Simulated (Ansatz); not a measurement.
# CH₆AlNO₂Si: an energy map over two coordinates

A grid of calculations on CH6AlNO2Si, SMILES N[SiH]1C[O][Al]1[OH], to see where the energy is lowest and how it rises around there.

Method: RKS PBE-D4/def2-SVP; program: Ansatz 0.2.0.

## (1) The system as given

SMILES `N[SiH]1C[O][Al]1[OH]`, 12 atoms, charge 0, spin multiplicity 1.

Atoms are counted from 1 here; the program's logs count them from 0.

Bond lengths: N1–Si2 1.742 Å, N1–H7 1.022 Å, N1–H8 1.021 Å, Si2–C3 1.969 Å, Si2–Al5 2.429 Å, Si2–H9 1.511 Å, C3–O4 1.440 Å, C3–H10 1.115 Å, C3–H11 1.116 Å, O4–Al5 1.758 Å, Al5–O6 1.715 Å, O6–H12 0.970 Å. Angles: Si2–N1–H7 120.3°, Si2–N1–H8 121.3°, H7–N1–H8 111.4°, N1–Si2–C3 123.7°, N1–Si2–Al5 126.8°, N1–Si2–H9 105.0°, C3–Si2–Al5 69.7°, C3–Si2–H9 109.9°, Al5–Si2–H9 118.3°, Si2–C3–O4 105.4°, Si2–C3–H10 111.2°, Si2–C3–H11 111.7°, O4–C3–H10 110.1°, O4–C3–H11 111.1°, H10–C3–H11 107.3°, C3–O4–Al5 104.7°, Si2–Al5–O4 79.6°, Si2–Al5–O6 157.2° and more.

Geometry (Å):

```xyz
12
CH6AlNO2Si
N    -1.02303   -0.32337   -2.01085
Si    0.22246   -0.37883   -0.79490
C     0.94944    1.21841    0.09712
O     0.82932    0.95595    1.50784
Al   -0.09561   -0.53561    1.60781
O    -0.65712   -1.19443    3.08881
H    -0.77586   -0.26098   -3.00080
H    -1.92789    0.11168   -1.82386
H     1.34474   -1.17240   -1.42163
H     2.01921    1.38052   -0.17355
H     0.39046    2.14051   -0.18971
H    -1.19912   -1.99656    3.14772
```

This geometry comes from a loose relaxation at PBE in a small basis, which is not shown.

## (2) Relaxing the molecule

input.yaml

```yaml
crystal:
  periodic: [false, false, false]
  atoms:
    - { symbol: "N", position_ang: [-1.023029, -0.323365, -2.010855] }
    - { symbol: Si, position_ang: [0.222455, -0.378835, -0.7949] }
    - { symbol: C, position_ang: [0.949436, 1.218409, 0.097124] }
    - { symbol: O, position_ang: [0.829316, 0.955953, 1.507835] }
    - { symbol: Al, position_ang: [-0.095612, -0.535613, 1.607815] }
    - { symbol: O, position_ang: [-0.657118, -1.194426, 3.088807] }
    - { symbol: H, position_ang: [-0.775864, -0.260975, -3.000803] }
    - { symbol: H, position_ang: [-1.927885, 0.11168, -1.823855] }
    - { symbol: H, position_ang: [1.344741, -1.172399, -1.421627] }
    - { symbol: H, position_ang: [2.019213, 1.380516, -0.173553] }
    - { symbol: H, position_ang: [0.390464, 2.14051, -0.189708] }
    - { symbol: H, position_ang: [-1.199119, -1.996555, 3.147721] }
basis:
  gaussian: { orbitals: def2-SVP }
hamiltonian:
  xc: pbe
  dispersion: d4
output:
  forces: true
relax:
  f_tol: 0.003
  max_steps: 120
```

On the command line:

```bash
$ ansatz run input.yaml --threads 1 --pin off --max-ram 2560MiB --backend cpu --events-out ev --progress --plain --runs-dir out
```

Log, shortened:

```text
Warning: RAYON_NUM_THREADS=1 ignored (pool sized by the plan → 1); use --threads N
[...]
Functional definition: PBE
[...]
1353 factors; their error is unknown
[...]
mean field -21170.81506049 eV, -778.0131033791 hartree, gradient 7.5e-5 eV, S^2 0.000000; 0 other end points of the search recorded, 0 dependent functions left out
[...]
reference -21170.81510464 eV, -778.0131050017 hartree; 31, 31 occupied and 91, 91 virtual orbitals, 1353 factors
relax step   1: F+E_penalty+E_count = -21171.08231877 eV  Δ(F+E_penalty+E_count) = +0.000e0 eV  max|allowed force component| = 1.672e-2 eV/Å  Δτ_max = 0.0000 Å  (30 SCF iters, accepted)
[...]
relax step   3: F+E_penalty+E_count = -21171.08282884 eV  Δ(F+E_penalty+E_count) = -2.124e-4 eV  max|allowed force component| = 6.046e-2 eV/Å  Δτ_max = 0.0271 Å  (31 SCF iters, accepted)
[...]
relax step   5: F+E_penalty+E_count = -21171.08289231 eV  Δ(F+E_penalty+E_count) = -3.922e-6 eV  max|allowed force component| = 2.093e-2 eV/Å  Δτ_max = 0.0020 Å  (24 SCF iters, accepted)
[...]
relax step   7: F+E_penalty+E_count = -21171.08292388 eV  Δ(F+E_penalty+E_count) = -5.748e-6 eV  max|allowed force component| = 3.865e-3 eV/Å  Δτ_max = 0.0024 Å  (24 SCF iters, accepted)
[...]
relax step   8: F+E_penalty+E_count = -21171.08292136 eV  Δ(F+E_penalty+E_count) = +2.522e-6 eV  max|allowed force component| = 5.843e-3 eV/Å  Δτ_max = 0.0037 Å  (24 SCF iters, rejected (line search))
[...]
relax step   9: F+E_penalty+E_count = -21171.08292616 eV  Δ(F+E_penalty+E_count) = -2.281e-6 eV  max|allowed force component| = 5.108e-4 eV/Å  Δτ_max = 0.0018 Å  (23 SCF iters, accepted)
1353 factors; their error is unknown
mean field -21170.81556717 eV, -778.0131219991 hartree, gradient 1.5e-5 eV, S^2 0.000000; 1 other end points of the search recorded, 0 dependent functions left out
[...]
reference -21170.81561129 eV, -778.0131236208 hartree; 31, 31 occupied and 91, 91 virtual orbitals, 1353 factors
Total energy: -21171.08297029 eV, -778.0229488826 hartree
Atom 0 at    -1.022938    -0.318954    -2.011727 Å, force    -0.000317     0.000271     0.000511 eV/Å
Atom 1 at     0.221107    -0.382106    -0.793759 Å, force     0.000073    -0.000450     0.000111 eV/Å
Atom 2 at     0.948247     1.215546     0.094473 Å, force     0.000151    -0.000058     0.000360 eV/Å
Atom 3 at     0.803903     0.970780     1.505988 Å, force    -0.000045     0.000478    -0.000384 eV/Å
Atom 4 at    -0.112360    -0.525558     1.608814 Å, force    -0.000138    -0.000502    -0.000205 eV/Å
Atom 5 at    -0.671438    -1.186823     3.089451 Å, force     0.000057    -0.000073     0.000297 eV/Å
Atom 6 at    -0.771389    -0.251958    -3.000410 Å, force     0.000165    -0.000055    -0.000148 eV/Å
Atom 7 at    -1.923258     0.126222    -1.825932 Å, force    -0.000055    -0.000086    -0.000192 eV/Å
Atom 8 at     1.338018    -1.184656    -1.418501 Å, force     0.000024     0.000335    -0.000206 eV/Å
Atom 9 at     2.023403     1.367460    -0.161039 Å, force     0.000242     0.000004     0.000058 eV/Å
Atom 10 at     0.400691     2.138309    -0.211787 Å, force    -0.000075    -0.000056    -0.000097 eV/Å
Atom 11 at    -1.156986    -2.023363     3.158429 Å, force    -0.000082     0.000191    -0.000104 eV/Å
Dipole moment:    -0.402872    -0.244416    -0.510242 e Å
```

It took 86 s on 1 thread of Arm Neoverse N1, shared host; peak memory 0.18 GiB.

Along the way:

```csv
step,energy from step 1 (eV),largest force component (eV/Å)
1,0.0000,0.0167
2,-0.0003,0.0183
3,-0.0005,0.0605
4,-0.0006,0.0240
5,-0.0006,0.0209
6,-0.0006,0.0089
7,-0.0006,0.0039
8,-0.0006,0.0058
9,-0.0006,0.0005
```

Close pairs (by a distance rule), those that changed most:

```csv
bond,before (Å),after (Å),change (Å)
Si2–C3,1.969,1.967,-0.001
Si2–Al5,2.429,2.430,+0.001
N1–Si2,1.742,1.742,+0.001
O4–Al5,1.758,1.758,-0.000
O6–H12,0.970,0.970,-0.000
C3–H10,1.115,1.115,+0.000
Al5–O6,1.715,1.715,-0.000
N1–H8,1.021,1.021,+0.000
```

## (3) The grid

First coordinate, umbrella angle at N1 (between each of its bonds and their common axis; 90 is planar): 9 values from 66 to 114 °. Second coordinate, change of the bonds N1–Si2, N1–H7, N1–H8, all alike: 9 values from −0.139 to 0.215 Å.

Nothing else is relaxed (all other coordinates rigid). Energies count from the relaxed molecule at the same level. Points are written as (first, second).

Below, 3 of the grid's runs; all are launched alike.

## (4) Point (96°, −0.006 Å)

input.yaml

```yaml
crystal:
  periodic: [false, false, false]
  atoms:
    - { symbol: "N", position_ang: [-1.022938, -0.318954, -2.011727] }
    - { symbol: Si, position_ang: [0.198619, -0.470601, -0.787384] }
    - { symbol: C, position_ang: [0.972832, 1.066655, 0.165306] }
    - { symbol: O, position_ang: [0.802216, 0.777753, 1.565501] }
    - { symbol: Al, position_ang: [-0.169486, -0.686281, 1.60471] }
    - { symbol: O, position_ang: [-0.770648, -1.378199, 3.054531] }
    - { symbol: H, position_ang: [-0.786826, -0.303567, -3.000181] }
    - { symbol: H, position_ang: [-1.939867, 0.075052, -1.824489] }
    - { symbol: H, position_ang: [1.292977, -1.291464, -1.428044] }
    - { symbol: H, position_ang: [2.055903, 1.187524, -0.072751] }
    - { symbol: H, position_ang: [0.463292, 2.019316, -0.113816] }
    - { symbol: H, position_ang: [-1.287351, -2.198074, 3.088229] }
basis:
  gaussian: { orbitals: def2-SVP }
hamiltonian:
  xc: pbe
  dispersion: d4
output:
  forces: true
```

On the command line:

```bash
$ ansatz run input.yaml --threads 1 --pin off --max-ram 2560MiB --backend cpu --events-out ev --progress --plain --runs-dir out
```

Log, shortened:

```text
Warning: RAYON_NUM_THREADS=1 ignored (pool sized by the plan → 1); use --threads N
[...]
[... 1 set-up line as earlier in the session ...]
[...]
1353 factors; their error is unknown
[...]
mean field -21170.81279834 eV, -778.0130202466 hartree, gradient 2.9e-5 eV, S^2 0.000000; 0 other end points of the search recorded, 0 dependent functions left out
[...]
reference -21170.81284244 eV, -778.0130218673 hartree; 31, 31 occupied and 91, 91 virtual orbitals, 1353 factors
Total energy: -21171.08025632 eV, -778.0228491462 hartree
Atom 0 at    -1.022938    -0.318954    -2.011727 Å, force     0.109573    -0.099585     0.140772 eV/Å
Atom 1 at     0.198619    -0.470601    -0.787384 Å, force     0.034052    -0.024344     0.036507 eV/Å
Atom 2 at     0.972832     1.066655     0.165306 Å, force    -0.012664     0.010228    -0.002367 eV/Å
Atom 3 at     0.802216     0.777753     1.565501 Å, force     0.003527     0.001054    -0.005041 eV/Å
Atom 4 at    -0.169486    -0.686281     1.604710 Å, force     0.005908    -0.003406     0.005485 eV/Å
Atom 5 at    -0.770648    -1.378199     3.054531 Å, force    -0.003984    -0.001373     0.008596 eV/Å
Atom 6 at    -0.786826    -0.303567    -3.000181 Å, force     0.037450     0.016499    -0.204200 eV/Å
Atom 7 at    -1.939867     0.075052    -1.824489 Å, force    -0.185289     0.101371     0.021887 eV/Å
Atom 8 at     1.292977    -1.291464    -1.428044 Å, force     0.010875     0.006066     0.001416 eV/Å
Atom 9 at     2.055903     1.187524    -0.072751 Å, force     0.000207    -0.003791    -0.001019 eV/Å
Atom 10 at     0.463292     2.019316    -0.113816 Å, force    -0.000678    -0.003642    -0.001734 eV/Å
Atom 11 at    -1.287351    -2.198074     3.088229 Å, force     0.001021     0.000924    -0.000301 eV/Å
Dipole moment:    -0.428678    -0.248741    -0.539524 e Å
```

Run time: 7.7 s. Hardware: 1 thread of Arm Neoverse N1, shared host; peak memory 0.15 GiB.

On the map this point reads 0.06 kcal/mol.

## (5) Point (78°, −0.095 Å)

input.yaml

```yaml
crystal:
  periodic: [false, false, false]
  atoms:
    - { symbol: "N", position_ang: [-1.022938, -0.318954, -2.011727] }
    - { symbol: Si, position_ang: [-0.031788, -0.950036, -0.857406] }
    - { symbol: C, position_ang: [0.956524, 0.150182, 0.439877] }
    - { symbol: O, position_ang: [0.60108, -0.368902, 1.734996] }
    - { symbol: Al, position_ang: [-0.655359, -1.554692, 1.411886] }
    - { symbol: O, position_ang: [-1.51897, -2.371428, 2.648512] }
    - { symbol: H, position_ang: [-0.894772, -0.580788, -2.892096] }
    - { symbol: H, position_ang: [-1.929362, -0.240755, -1.837039] }
    - { symbol: H, position_ang: [0.920335, -1.849275, -1.610208] }
    - { symbol: H, position_ang: [2.058066, 0.07034, 0.283178] }
    - { symbol: H, position_ang: [0.685919, 1.229049, 0.350867] }
    - { symbol: H, position_ang: [-2.196938, -3.044009, 2.480265] }
basis:
  gaussian: { orbitals: def2-SVP }
hamiltonian:
  xc: pbe
  dispersion: d4
output:
  forces: true
```

On the command line:

```bash
$ ansatz run input.yaml --threads 1 --pin off --max-ram 2560MiB --backend cpu --events-out ev --progress --plain --runs-dir out
```

Log, shortened:

```text
Warning: RAYON_NUM_THREADS=1 ignored (pool sized by the plan → 1); use --threads N
[...]
[... 1 set-up line as earlier in the session ...]
[...]
1353 factors; their error is unknown
[...]
mean field -21170.13472322 eV, -777.9881014455 hartree, gradient 7.7e-5 eV, S^2 0.000000; 0 other end points of the search recorded, 0 dependent functions left out
[...]
reference -21170.13476593 eV, -777.9881030152 hartree; 31, 31 occupied and 91, 91 virtual orbitals, 1353 factors
Total energy: -21170.40580269 eV, -777.9980634324 hartree
Atom 0 at    -1.022938    -0.318954    -2.011727 Å, force     2.518427     1.923490     1.931033 eV/Å
Atom 1 at    -0.031788    -0.950036    -0.857406 Å, force     1.970696    -1.263816     2.208400 eV/Å
Atom 2 at     0.956524     0.150182     0.439877 Å, force    -0.089171     0.021023    -0.057259 eV/Å
Atom 3 at     0.601080    -0.368902     1.734996 Å, force     0.009362     0.014678     0.013183 eV/Å
Atom 4 at    -0.655359    -1.554692     1.411886 Å, force     0.069751    -0.032661     0.034992 eV/Å
Atom 5 at    -1.518970    -2.371428     2.648512 Å, force    -0.027643    -0.010369     0.037815 eV/Å
Atom 6 at    -0.894772    -0.580788    -2.892096 Å, force     0.947796    -1.396676    -5.381368 eV/Å
Atom 7 at    -1.929362    -0.240755    -1.837039 Å, force    -5.522005     0.799197     1.152765 eV/Å
Atom 8 at     0.920335    -1.849275    -1.610208 Å, force     0.130119    -0.040956     0.076578 eV/Å
Atom 9 at     2.058066     0.070340     0.283178 Å, force    -0.012028    -0.012210    -0.010414 eV/Å
Atom 10 at     0.685919     1.229049     0.350867 Å, force    -0.003278    -0.004631    -0.008650 eV/Å
Atom 11 at    -2.196938    -3.044009     2.480265 Å, force     0.007975     0.002931     0.002926 eV/Å
Dipole moment:    -0.533091    -0.234448    -0.666185 e Å
```

Wall time 7.6 s (1 thread of Arm Neoverse N1, shared host); peak memory 0.15 GiB.

Energy on the map's scale: 15.6 kcal/mol.

## (6) The run at (66°, 0.082 Å)

input.yaml

```yaml
crystal:
  periodic: [false, false, false]
  atoms:
    - { symbol: "N", position_ang: [-1.022938, -0.318954, -2.011727] }
    - { symbol: Si, position_ang: [-0.110434, -1.34259, -0.808804] }
    - { symbol: C, position_ang: [0.949728, -0.590753, 0.66801] }
    - { symbol: O, position_ang: [0.451078, -1.223664, 1.86128] }
    - { symbol: Al, position_ang: [-0.941406, -2.152912, 1.325908] }
    - { symbol: O, position_ang: [-1.981367, -2.993401, 2.400239] }
    - { symbol: H, position_ang: [-0.948596, -0.834718, -2.985439] }
    - { symbol: H, position_ang: [-2.099386, -0.456319, -1.811966] }
    - { symbol: H, position_ang: [0.744683, -2.262025, -1.648624] }
    - { symbol: H, position_ang: [2.035685, -0.811898, 0.541058] }
    - { symbol: H, position_ang: [0.841353, 0.518317, 0.725654] }
    - { symbol: H, position_ang: [-2.737762, -3.52771, 2.112675] }
basis:
  gaussian: { orbitals: def2-SVP }
hamiltonian:
  xc: pbe
  dispersion: d4
output:
  forces: true
```

On the command line:

```bash
$ ansatz run input.yaml --threads 1 --pin off --max-ram 2560MiB --backend cpu --events-out ev --progress --plain --runs-dir out
```

Log, shortened:

```text
Warning: RAYON_NUM_THREADS=1 ignored (pool sized by the plan → 1); use --threads N
[...]
[... 1 set-up line as earlier in the session ...]
[...]
1353 factors; their error is unknown
[...]
mean field -21170.45246145 eV, -777.9997781102 hartree, gradient 5.3e-5 eV, S^2 0.000000; 0 other end points of the search recorded, 0 dependent functions left out
[...]
reference -21170.45250543 eV, -777.9997797263 hartree; 31, 31 occupied and 91, 91 virtual orbitals, 1353 factors
Total energy: -21170.71729362 eV, -778.0095105131 hartree
Atom 0 at    -1.022938    -0.318954    -2.011727 Å, force    -1.908110    -1.995807    -1.139404 eV/Å
Atom 1 at    -0.110434    -1.342590    -0.808804 Å, force    -0.405518     0.141137    -0.475497 eV/Å
Atom 2 at     0.949728    -0.590753     0.668010 Å, force    -0.100653     0.225755    -0.060636 eV/Å
Atom 3 at     0.451078    -1.223664     1.861280 Å, force    -0.004126     0.013272    -0.104833 eV/Å
Atom 4 at    -0.941406    -2.152912     1.325908 Å, force     0.050567    -0.075967     0.059883 eV/Å
Atom 5 at    -1.981367    -2.993401     2.400239 Å, force    -0.004394     0.017530    -0.020523 eV/Å
Atom 6 at    -0.948596    -0.834718    -2.985439 Å, force     0.049459     1.219442     1.995596 eV/Å
Atom 7 at    -2.099386    -0.456319    -1.811966 Å, force     2.265725     0.555694    -0.281049 eV/Å
Atom 8 at     0.744683    -2.262025    -1.648624 Å, force     0.097503    -0.054007     0.063512 eV/Å
Atom 9 at     2.035685    -0.811898     0.541058 Å, force    -0.044979    -0.022156    -0.051029 eV/Å
Atom 10 at     0.841353     0.518317     0.725654 Å, force     0.005168    -0.020972     0.003570 eV/Å
Atom 11 at    -2.737762    -3.527710     2.112675 Å, force    -0.000641    -0.003920     0.010409 eV/Å
Dipole moment:    -0.484521    -0.282856    -0.535479 e Å
```

Run time: 7.7 s. Hardware: 1 thread of Arm Neoverse N1, shared host; peak memory 0.15 GiB.

That is 8.4 kcal/mol from the zero.

## (7) All points together

81 points were computed. Energies in kcal/mol, from the relaxed molecule at the same level:

```csv
"change of the bonds N1–Si2, N1–H7, N1–H8, all alike (Å) ↓, umbrella angle at N1 (between each of its bonds and their common axis; 90 is planar) (°) →",66,72,78,84,90,96,102,108,114
0.215,35.0,37.1,39.8,42.0,42.5,41.2,38.5,35.3,33.1
0.170,24.2,25.3,27.2,28.8,29.2,28.1,26.0,23.7,22.4
0.126,15.2,15.4,16.5,17.5,17.7,16.9,15.4,13.9,13.6
0.082,8.4,7.6,8.0,8.5,8.5,7.9,7.0,6.3,7.0
0.038,4.6,2.9,2.4,2.5,2.4,2.0,1.6,1.7,3.4
−0.006,4.8,2.1,0.9,0.5,0.2,0.1,0.2,1.1,3.8
−0.050,10.3,6.6,4.7,3.8,3.4,3.4,4.0,5.8,9.4
−0.095,23.0,18.3,15.6,14.3,13.8,14.0,15.1,17.6,22.3
−0.139,44.3,38.7,35.4,33.6,33.0,33.4,35.0,38.3,44.0
```

On the same grid, dipole moment (D):

```tsv
change of the bonds N1–Si2, N1–H7, N1–H8, all alike (Å) ↓, umbrella angle at N1 (between each of its bonds and their common axis; 90 is planar) (°) →	66	72	78	84	90	96	102	108	114
0.215	3.37	3.36	3.30	3.17	2.94	2.63	2.27	1.90	1.56
0.170	3.50	3.51	3.46	3.34	3.13	2.83	2.46	2.09	1.73
0.126	3.61	3.64	3.61	3.50	3.30	3.01	2.65	2.27	1.90
0.082	3.73	3.77	3.75	3.66	3.47	3.19	2.84	2.45	2.07
0.038	3.83	3.89	3.89	3.80	3.63	3.36	3.01	2.63	2.24
−0.006	3.93	4.00	4.01	3.94	3.78	3.52	3.18	2.80	2.40
−0.050	4.02	4.11	4.13	4.08	3.92	3.67	3.35	2.97	2.57
−0.095	4.10	4.21	4.25	4.20	4.06	3.83	3.51	3.13	2.73
−0.139	4.18	4.30	4.36	4.33	4.20	3.97	3.66	3.28	2.88
```

On the same grid, largest force on an atom (eV/Å):

| change of the bonds N1–Si2, N1–H7, N1–H8, all alike (Å) ↓, umbrella angle at N1 (between each of its bonds and their common axis; 90 is planar) (°) → | 66 | 72 | 78 | 84 | 90 | 96 | 102 | 108 | 114 |
| --- | --- | --- | --- | --- | --- | --- | --- | --- | --- |
| 0.215 | 4.5 | 4.6 | 4.8 | 4.9 | 5.0 | 4.9 | 4.8 | 4.5 | 4.6 |
| 0.170 | 4.2 | 4.2 | 4.4 | 4.5 | 4.5 | 4.5 | 4.3 | 4.1 | 4.3 |
| 0.126 | 3.7 | 3.5 | 3.7 | 3.8 | 3.8 | 3.8 | 3.6 | 3.4 | 3.8 |
| 0.082 | 3.0 | 2.6 | 2.7 | 2.9 | 2.9 | 2.8 | 2.7 | 2.5 | 3.1 |
| 0.038 | 1.9 | 1.4 | 1.5 | 1.6 | 1.6 | 1.5 | 1.4 | 1.4 | 2.0 |
| −0.006 | 1.2 | 0.7 | 0.4 | 0.2 | 0.2 | 0.2 | 0.3 | 0.7 | 1.2 |
| −0.050 | 3.1 | 2.8 | 2.6 | 2.5 | 2.5 | 2.5 | 2.7 | 2.9 | 3.2 |
| −0.095 | 6.1 | 5.9 | 5.7 | 5.6 | 5.6 | 5.6 | 5.8 | 6.0 | 6.3 |
| −0.139 | 10.1 | 9.8 | 9.7 | 9.6 | 9.6 | 9.6 | 9.8 | 9.9 | 10.2 |

## (8) Outcome

| quantity | value |
| --- | --- |
| lowest point | (96°, −0.006 Å), 0.06 kcal/mol |
| highest computed point | (66°, −0.139 Å), 44.3 kcal/mol above the lowest |
| dipole moment (D) | 1.56 at (114°, 0.215 Å) to 4.36 at (78°, −0.139 Å); 3.52 at the lowest point |
| largest force on an atom (eV/Å) | 0.2 at (84°, −0.006 Å) to 10.2 at (114°, −0.139 Å); 0.2 at the lowest point |
| time for the whole task | 20 min on 1 thread, shared host |

What this shows: The lowest computed point is at (96°, −0.006 Å), 0.06 kcal/mol from the relaxed molecule at the same level. The grid is coarse, so the lowest point of the scanned range may lie between grid points; coordinates that were held can hide deeper minima. No other kind of well shows on this grid. The highest computed point, (66°, −0.139 Å), lies 44.3 kcal/mol above the lowest. Round the minimum the valley is somewhat tilted: raising the first coordinate shifts the best value of the second coordinate upwards (coupling k₁₂/√(k₁₁k₂₂) about −0.3).
